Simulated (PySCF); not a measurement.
# [(H2O)2(NH3)2Cu(mu-NH2)Cu(H2O)2(NH3)2]3+: magnetic exchange

Computed with PySCF 2.14.0 and routines of our own; the level stands in each step. Atoms count from 0.

## 1. The system as given

33 atoms, charge 3, high-spin multiplicity 3; geometry from: idealised, bond lengths from ionic radii.

The system (corner-sharing dimer): [(H2O)2(NH3)2Cu(mu-NH2)Cu(H2O)2(NH3)2]3+. The metals (Cu(II), Cu(II)) are 3.82 Å apart; the bridge angle is 137°; the spin sites are atom 0 (1 unpaired) and atom 1 (1 unpaired).

## 2. Magnetic exchange: PBE0/def2-SVP H:def2-SV(P) in water

What the job is given:

```
{"job": {"kind": "bs", "xc": "PBE0", "basis": {"default": "def2-SVP", "H": "def2-SV(P)"}, "grid": 1, "solvent": "water"}, "charge": 3, "high_spin_multiplicity": 3, "spin_sites": [[[0], 1], [[1], 1]]}
Cu    -1.664700     0.055400    -0.132000
Cu     2.154300     0.055400    -0.132000
N      0.244800     0.807600    -0.132000
H      0.244800     1.419600    -0.948000
H      0.244800     1.419600     0.684000
O     -3.544100    -0.684900    -0.132000
H     -4.094700    -0.901800     0.634300
H     -4.094700    -0.901800    -0.898300
N     -1.664700     0.055400     1.948000
H     -0.991800     0.728300     2.315200
H     -2.583900     0.301700     2.315200
H     -1.418400    -0.863800     2.315200
O     -1.664700     0.055400    -2.152000
H     -1.122800     0.597300    -2.743700
H     -2.206600    -0.486400    -2.743700
N     -2.573600     2.362900    -0.132000
H     -2.708200     2.704500     0.819600
H     -1.941400     3.006500    -0.607800
H     -3.475000     2.402500    -0.607800
O      4.033800    -0.684900    -0.132000
H      4.584300    -0.901800     0.634300
H      4.584300    -0.901800    -0.898300
N      2.154300     0.055400     1.948000
H      2.827200     0.728300     2.315200
H      1.235100     0.301700     2.315200
H      2.400600    -0.863800     2.315200
O      2.154300     0.055400    -2.152000
H      2.696200     0.597300    -2.743700
H      1.612500    -0.486400    -2.743700
N      1.245400    -2.252000    -0.132000
H      1.110800    -2.593700     0.819600
H      0.344100    -2.291600    -0.607800
H      1.877600    -2.895700    -0.607800
```

Level: PBE0/def2-SVP H:def2-SV(P) high-spin and broken-symmetry single points, IEF-PCM water.

Launch:

```sh
$ OMP_NUM_THREADS=1 python exch_run.py task.json out
```

The driver reads the jobs from task.json and runs them one after another.

Q: Estimate the wall time and peak memory of this first job on 1 thread of Arm Neoverse V2, shared host.

About 2.9 min, with a peak of 2.1 GiB.
